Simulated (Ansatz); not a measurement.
Write a Python script for Ansatz 0.2.0, Python API that makes a ladder of methods at one geometry of C2H5ClSeSi, SMILES Cl[Si]1([SeH])CC1. Level of theory (for the species named): PBE, def2-SVP basis, multiplicity 1. The script varies functional: pbe, r2scan, hse06, b3lyp.

`c2h5clsesi.xyz`
```text
10

Cl   -1.62670   -0.85950    1.83440
Si   -0.04980   -0.03050    0.76780
Se    2.00160   -0.80060    1.27660
C    -0.26130   -0.39930   -1.06680
C    -0.31400    1.02940   -0.78960
H     1.76290   -0.54550    2.78200
H    -1.31690   -0.80430   -1.30170
H     0.59760   -0.75290   -1.62040
H    -1.30610    1.54560   -0.77630
H     0.59590    1.56640   -1.10310
```

Script `methods_c2h5clsesi.py`:
```python
# -*- coding: utf-8 -*-
"""C2H5ClSeSi at several levels of theory."""

from pathlib import Path

import ansatz as az
import numpy as np

mol = az.Crystal.molecule_from_extxyz("c2h5clsesi.xyz")

job = mol.calculation().basis(gaussian="def2-SVP")

print("functional    E (Ha)        dipole (D)   HOMO (eV)  LUMO (eV)")
for name in ["pbe", "r2scan", "hse06", "b3lyp"]:
    summary = job.functional(name).forces().orbitals().run(threads=1, backend="cpu", runs_dir="runs").report
    lines = Path(summary["orbitals_path"]).read_text().splitlines()
    field_of = lambda key: [line.split("=")[1].strip() for line in lines if line.startswith(key)]
    orbitals = [(27.211386 * float(e), s, float(n)) for e, s, n in zip(field_of("Ene="), field_of("Spin="), field_of("Occup="))]
    homo = max(e for e, _, n in orbitals if n > 0.5)
    lumo = min(e for e, _, n in orbitals if n < 0.5)
    dipole = 4.803205 * np.linalg.norm(summary["charge_distribution"]["dipole_moment_e_ang"])
    print(f"{name:10s} {summary['free_energy_ev'] / 27.211386246:14.6f} {dipole:9.3f} {homo:11.3f} {lumo:10.3f}")
```

```console
$ python methods_c2h5clsesi.py
functional    E (Ha)        dipole (D)   HOMO (eV)  LUMO (eV)
pbe          -3229.091130     1.067      -5.037     -2.192
r2scan       -3229.791338     1.161      -5.295     -2.131
hse06        -3229.231545     1.159      -5.740     -1.802
b3lyp        -3229.958305     1.119      -5.874     -1.566
```

Notes:
- The settings weren't tested for convergence.
- The geometry is a force-field or estimated start, not a minimum of this method, and the basis set is short of its limit. A lower total doesn't mark the better method: functionals have no common bound, and MP2 and coupled cluster aren't variational.
- b3lyp holds the VWN-RPA fit, as in Gaussian; the form of ORCA and Turbomole is b3lyp5.
- Levels such as HOMO and LUMO are orbital energies: with these approximate functionals they aren't the ionisation energy and electron affinity, and their gap isn't the fundamental gap.
- hse06 follows the composition of plane-wave codes, whose totals differ by tens of mHa, up to about 0.1 Ha, from the form usual in Gaussian-basis programs (wpbeh).
- Finished in 33 s on 1 thread of Arm Neoverse V1, with other jobs on the host, peak memory 0.4 GiB.

(A comment or docstring line of the script was reworded after the run, the code is as it ran; lines on the test bed's own set-up are left out of the output.)
